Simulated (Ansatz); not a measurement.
# GaP− (doublet): wave-function methods side by side, aug-cc-pVDZ

One table from this session's results is given with a row withheld; the runs are named, their logs left out.

Program: Ansatz 0.2.0, Gaussian basis. Level of theory: aug-cc-pVDZ, core rule «outside noble gas», up to 19 orbitals frozen. These are calculated values, not measurements.

Plan: UHF; CCSD(T) on ROHF; BCCD(T) on ROHF; CISD; CCSDT(Q) on ROHF; CCSDT(Q) on UHF; CASSCF and MRCISD+Q, 9 electrons in 8 orbitals; CASSCF and NEVPT2, 9 electrons in 8 orbitals.

35 further runs of the same task are left out: 8 for a known fault of the program, 1 for a mislabelled method, 16 that didn't finish, 10 set aside as unsound or not needed.

**The system**

The geometry is a PBE0/def2-TZVPD stationary point (not a proven minimum) of the parent state, kept for this charge and spin. No spin-orbit coupling is included. The filled d shell of Ga may be among the frozen orbitals whatever the setting's name suggests; the logs give the count.

2 atoms, charge -1, spin multiplicity 2.

Atoms are counted from 1 here; the program's logs count them from 0.

Bond lengths: P1–Ga2 2.354 Å.

Set-up of the first run:

Input file in.yaml:

```yaml
crystal:
  periodic: [false, false, false]
  atoms:
    - {symbol: P, position_ang: [0.000000, 0.000000, 0.000000]}
    - {symbol: Ga, position_ang: [0.000000, 0.000000, 2.354100]}
basis:
  gaussian: {orbitals: aug-cc-pVDZ}
total_charge: -1
magnetization: {spin_polarized: true, initial_magnetization: 1}
hamiltonian: {xc: hf}
output: {orbitals: {seedname: orbitals}}
```

Command:

```bash
$ ansatz run in.yaml --threads 1 --pin off --events-out ev --progress --plain --max-ram 2393MiB
```

Among the steps run: UHF; CCSD(T) on ROHF; BCCD(T) on ROHF; CISD; CCSDT(Q) on ROHF; CCSDT(Q) on UHF; CASSCF and MRCISD+Q, 9 electrons in 8 orbitals; CASSCF and NEVPT2, 9 electrons in 8 orbitals.

One table of the session follows, with a row left open; its other results are not shown here.

```
          method  from RCCSDT(Q) (kcal/mol)
            ROHF                    +126.44
            RMP2                     +23.90
           RCCSD                      +7.87
        RCCSD(T)                      +1.48
         BCCD(T)                      +1.49
          RCCSDT                      +0.56
       RCCSDT(Q)                          0
  CASSCF valence                     +93.51
  NEVPT2 valence                     +23.19
  MRCISD valence                          ?
MRCISD+Q valence                      +0.74
```

Q: Estimate the row for MRCISD valence from the others.

**Answer.** from RCCSDT(Q) (kcal/mol): +9.38. In the column «from RCCSDT(Q) (kcal/mol)» it lies between RCCSD (+7.87) and NEVPT2 valence (+23.19).

Not comparable, so not listed: CISD; CCSDT(Q) on UHF (they don't share determinant, frozen orbitals or solution with the rows shown, or repeat one).
